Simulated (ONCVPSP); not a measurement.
# Pseudopotential generation for arsenic: ONCV, PBEsol

Aim: build the potential from the settings below, then test how well it stands in for the atom: other configurations, scattering, ghost states and the plane-wave cutoff that it needs.

Program: ONCVPSP 4.0.1. Reference atom: PBEsol, scalar-relativistic, spherical and spin-unpolarised. All values are calculated.

## Step 1: The design

The settings as typed:

- element: arsenic (As, Z = 33)
- type: optimised norm-conserving Vanderbilt (ONCV)
- frozen core: [Ne]
- valence charge: 23
- reference configuration: 3s2 3p6 3d10 4s2 4p2.5 (charge +0.5)
- partial waves: 3s+4s: rc 1.10 bohr, ncon 4, nbas 8, qcut 13.3 1/bohr, 2 projectors; 3p+4p: rc 0.95 bohr, ncon 4, nbas 8, qcut 16.2 1/bohr, 2 projectors; 3d: rc 0.75 bohr, ncon 5, nbas 10, qcut 24.1 1/bohr, 1 projector
- local potential: polynomial inside 0.55 bohr (lpopt 5, dvloc0 0 Ha)
- core correction: Teter function, fcfact 3.5, rcfact 1.1

The nodes and maxima of the atom's own shells, from an earlier all-electron run, set the scale for the radii.

All-electron outer shells of the reference configuration (PBEsol, scalar-relativistic, ld1.x):

| shell | level (eV) | outermost node (bohr) | outermost maximum (bohr) |
| --- | --- | --- | --- |
| 2s | -1490.21 | 0.06 | 0.17 |
| 2p | -1307.64 | – | 0.14 |
| 3s | -194.54 | 0.25 | 0.52 |
| 3p | -138.10 | 0.22 | 0.52 |
| 3d | -45.27 | – | 0.47 |
| 4s | -18.76 | 0.73 | 1.61 |
| 4p | -9.10 | 0.78 | 1.95 |

## Step 2: Generating the potential

The input, As.dat:

```
# ATOM AND REFERENCE CONFIGURATION
# atsym  z   nc   nv     iexc    psfile
  As 33.00    3    5  -116133      upf
#
#   n    l    f
    1    0    2.00
    2    0    2.00
    2    1    6.00
    3    0    2.00
    3    1    6.00
    3    2   10.00
    4    0    2.00
    4    1    2.50
#
# PSEUDOPOTENTIAL AND OPTIMIZATION
# lmax
    2
#
#   l,   rc,      ep,       ncon, nbas, qcut
    0    1.10    0.00    4    8   13.30
    1    0.95    0.00    4    8   16.20
    2    0.75    0.00    5   10   24.10
#
# LOCAL POTENTIAL
# lloc, lpopt,  rc(5),   dvloc0
    4    5    0.55    0.00
#
# VANDERBILT-KLEINMAN-BYLANDER PROJECTORs
# l, nproj, debl
    0    2    2.70
    1    2    3.60
    2    1    3.20
#
# MODEL CORE CHARGE
# icmod, fcfact, rcfact
    3    3.50    1.10
#
# LOG DERIVATIVE ANALYSIS
# epsh1, epsh2, depsh
   -9.00    5.00    0.04
#
# OUTPUT GRID
# rlmax, drl
    6.00    0.01
#
# TEST CONFIGURATIONS
# ncnf
    4
# nvcnf
#   n    l    f
    5
    3    0    2.00
    3    1    6.00
    3    2   10.00
    4    0    2.00
    4    1    3.00
#
    5
    3    0    2.00
    3    1    6.00
    3    2   10.00
    4    0    2.00
    4    1    2.00
#
    5
    3    0    2.00
    3    1    6.00
    3    2   10.00
    4    0    2.00
    4    1    1.00
#
    5
    3    0    2.00
    3    1    6.00
    3    2   10.00
    4    0    1.00
    4    1    0.00
#
```

Run with:

```
$ oncvpsp.x < As.dat > As.out
```

Before running it: what results should come out? Wanted: cutoffs for 1 and 0.1 mHa per electron, occupied waves; bound ghosts; GHOST(+) flags; largest test error; largest phase difference near zero energy, channels read; rms error of d²Exc/dn², without and with the model core.

As calculated:

| quantity | value |
| --- | --- |
| cutoffs for 1 and 0.1 mHa per electron, occupied waves | 209 Ha and 237 Ha |
| bound ghosts | none found |
| GHOST(+) flags | s at 492 eV |
| largest test error (AE − PS) | -8.3 meV, for 3s2 3p6 3d10 4s1 4p0 |
| largest phase difference near zero energy, channels read | 0.001 rad |
| rms error of d²Exc/dn², without and with the model core | 2.47 and 1.71 mHa |

The worst unpolarised test, 3s2 3p6 3d10 4s1 4p0, is off by 8.3 meV on 101.9 eV; by total energies transferability rates as good. The potential is very hard: the looser tolerance needs 209 Ha. At the looser tolerance the 3d wave is the slowest; 3p needs 70 Ha. No bound ghost shows below the valence levels. Near zero energy the phases of the channels with partial waves agree within 0.001 rad. The program also flags highly localised states, GHOST(+) (s). These are tests on the free atom; a crystal test is still owed.
